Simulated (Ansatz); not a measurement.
# Ge19H28 ring sphere (Ge18BH28): structure and electronic state

What does Ge19H28 ring sphere (Ge18BH28) look like as a doublet, and where do its frontier electrons sit?

Program: Ansatz 0.2.0, Gaussian basis. Level of theory: UKS PBE0-D4/def2-TZVP. These are calculated values, not measurements.

Plan: relaxation at r2SCAN-D4/def2-SVP; a single point at PBE0-D4/def2-TZVP.

1 further run of the same task is left out (set aside as unsound or not needed).

## (1) The system as given

47 atoms, charge 0, spin multiplicity 2.

Atoms are counted from 1 here; the program's logs count them from 0.

Bond lengths: Ge1–Ge11 2.418 Å, Ge1–Ge12 2.451 Å, Ge1–H20 1.524 Å, Ge1–H21 1.523 Å, Ge2–Ge12 2.452 Å, Ge2–Ge13 2.417 Å, Ge2–H22 1.523 Å, Ge2–H23 1.524 Å, Ge3–Ge11 2.420 Å, Ge3–Ge15 2.454 Å, Ge3–H24 1.524 Å, Ge3–H25 1.524 Å, B4–Ge12 2.084 Å, B4–Ge15 2.082 Å, B4–Ge16 2.082 Å, B4–H26 1.186 Å, Ge5–Ge15 2.452 Å, Ge5–Ge17 2.419 Å and more. Angles: Ge11–Ge1–Ge12 112.7°, Ge11–Ge1–H20 110.5°, Ge11–Ge1–H21 107.4°, Ge12–Ge1–H20 115.3°, Ge12–Ge1–H21 109.4°, H20–Ge1–H21 100.5°, Ge12–Ge2–Ge13 112.8°, Ge12–Ge2–H22 109.5°, Ge12–Ge2–H23 115.1°, Ge13–Ge2–H22 107.5°, Ge13–Ge2–H23 110.5°, H22–Ge2–H23 100.4°, Ge11–Ge3–Ge15 112.7°, Ge11–Ge3–H24 107.5°, Ge11–Ge3–H25 110.7°, Ge15–Ge3–H24 109.3°, Ge15–Ge3–H25 115.3°, H24–Ge3–H25 100.5° and more.

The start is a GFN2-xTB geometry.

## (2) Relaxation at r2SCAN-D4/def2-SVP

in.yaml reads:

```yaml
crystal:
  periodic: [false, false, false]
  atoms:
    - {symbol: Ge, position_ang: [-3.517070, -0.756380, -1.892670]}
    - {symbol: Ge, position_ang: [-3.517150, 1.891490, 0.750700]}
    - {symbol: Ge, position_ang: [-0.754070, -3.520960, -1.886790]}
    - {symbol: B, position_ang: [-0.740350, -0.740330, 0.739190]}
    - {symbol: Ge, position_ang: [1.889510, -3.518940, 0.756870]}
    - {symbol: Ge, position_ang: [1.994990, -0.758850, -1.991820]}
    - {symbol: Ge, position_ang: [1.888210, -0.753690, 3.518630]}
    - {symbol: Ge, position_ang: [-0.757010, 1.992090, -1.996440]}
    - {symbol: Ge, position_ang: [1.988450, 1.995150, 0.761870]}
    - {symbol: Ge, position_ang: [-0.759650, 1.887020, 3.519470]}
    - {symbol: Ge, position_ang: [-2.439500, -2.443930, -3.248240]}
    - {symbol: Ge, position_ang: [-1.939070, 0.463150, -0.467600]}
    - {symbol: Ge, position_ang: [-2.442080, 3.245840, 2.439760]}
    - {symbol: Ge, position_ang: [0.774410, 0.768490, -3.442880]}
    - {symbol: Ge, position_ang: [0.466760, -1.937920, -0.463070]}
    - {symbol: Ge, position_ang: [0.461270, 0.464210, 1.939840]}
    - {symbol: Ge, position_ang: [3.247960, -2.437650, 2.440810]}
    - {symbol: Ge, position_ang: [3.440910, 0.775380, -0.767970]}
    - {symbol: Ge, position_ang: [0.768810, 3.443520, -0.770200]}
    - {symbol: H, position_ang: [-4.427670, 0.115330, -2.748370]}
    - {symbol: H, position_ang: [-4.546930, -1.461440, -1.020040]}
    - {symbol: H, position_ang: [-4.554690, 1.022800, 1.450590]}
    - {symbol: H, position_ang: [-4.422440, 2.748660, -0.125570]}
    - {symbol: H, position_ang: [-1.460880, -4.546960, -1.009090]}
    - {symbol: H, position_ang: [0.118350, -4.437730, -2.736420]}
    - {symbol: H, position_ang: [-1.426690, -1.426240, 1.421430]}
    - {symbol: H, position_ang: [1.016370, -4.546930, 1.464780]}
    - {symbol: H, position_ang: [2.743500, -4.432050, -0.114090]}
    - {symbol: H, position_ang: [2.848860, -1.716120, -2.839820]}
    - {symbol: H, position_ang: [1.016330, -1.458260, 4.550640]}
    - {symbol: H, position_ang: [2.742390, 0.121230, 4.427640]}
    - {symbol: H, position_ang: [-1.717690, 2.841620, -2.846530]}
    - {symbol: H, position_ang: [2.836730, 2.844610, 1.721820]}
    - {symbol: H, position_ang: [-1.463690, 1.012620, 4.548390]}
    - {symbol: H, position_ang: [0.113970, 2.739210, 4.431800]}
    - {symbol: H, position_ang: [-3.387390, -3.398160, -3.969350]}
    - {symbol: H, position_ang: [-1.754930, -1.766420, -4.427960]}
    - {symbol: H, position_ang: [-3.391010, 3.969670, 3.389840]}
    - {symbol: H, position_ang: [-1.756410, 4.423580, 1.760220]}
    - {symbol: H, position_ang: [0.100500, 0.093240, -4.628690]}
    - {symbol: H, position_ang: [1.734500, 1.726490, -4.138110]}
    - {symbol: H, position_ang: [4.424480, -1.753520, 1.757660]}
    - {symbol: H, position_ang: [3.972720, -3.385030, 3.391170]}
    - {symbol: H, position_ang: [4.631700, 0.106120, -0.094740]}
    - {symbol: H, position_ang: [4.130750, 1.737740, -1.728910]}
    - {symbol: H, position_ang: [0.093750, 4.631040, -0.098840]}
    - {symbol: H, position_ang: [1.730190, 4.137200, -1.728900]}
basis:
  gaussian: {orbitals: def2-SVP, fitting: {mean_field: def2-universal-jkfit}}
magnetization: {spin_polarized: true, initial_magnetization: 1}
hamiltonian: {xc: r2scan, dispersion: d4}
scf: {lower_state_search: "off"}
output: {orbitals: {seedname: orbitals}}
relax: {f_tol: 0.03, max_steps: 70}
```

The run is started by

```bash
$ ansatz run in.yaml --threads 11 --pin off --events-out ev --progress --plain --max-ram 120832MiB --backend cuda --devices 0, --max-vram 75GiB
```

Further steps of the session: Single point, PBE0-D4/def2-TZVP.

Q: Predict the results of all the runs planned. Wanted: point group; commonest bond, hydrogen aside; HOMO, LUMO at PBE0-D4/def2-TZVP; ⟨S²⟩; dipole at r2SCAN-D4/def2-SVP.

As calculated:

```
                                         quantity                             value
                                      point group                                Cs
                   commonest bond, hydrogen aside  Ge–Ge, 21 of mean length 2.437 Å
HOMO, LUMO at PBE0-D4/def2-TZVP (over both spins)                   -6.33, -4.63 eV
                                             ⟨S²⟩                             0.756
                     dipole at r2SCAN-D4/def2-SVP                            0.32 D
```

What this shows: The molecule keeps its bonding pattern by the stored test; the atoms moved 0.30 Å (rms), and the angle B4–Ge16–Ge10 went from 115° to 101°. No usable vibrations, so a minimum isn't proven. The alpha HOMO lies nearest to B4 13 %; Ge15, Ge16 about 12 % each and the alpha LUMO to Ge15, Ge16 about 12 % each; Ge3, Ge10 about 6 % each (shares on a coarse grid); over both spins the LUMO of beta spin, not drawn, take the frontier's place. Whether this spin is the lowest isn't tested here. The point group is read from a loosely relaxed geometry; soft torsions can leave it below the true symmetry.
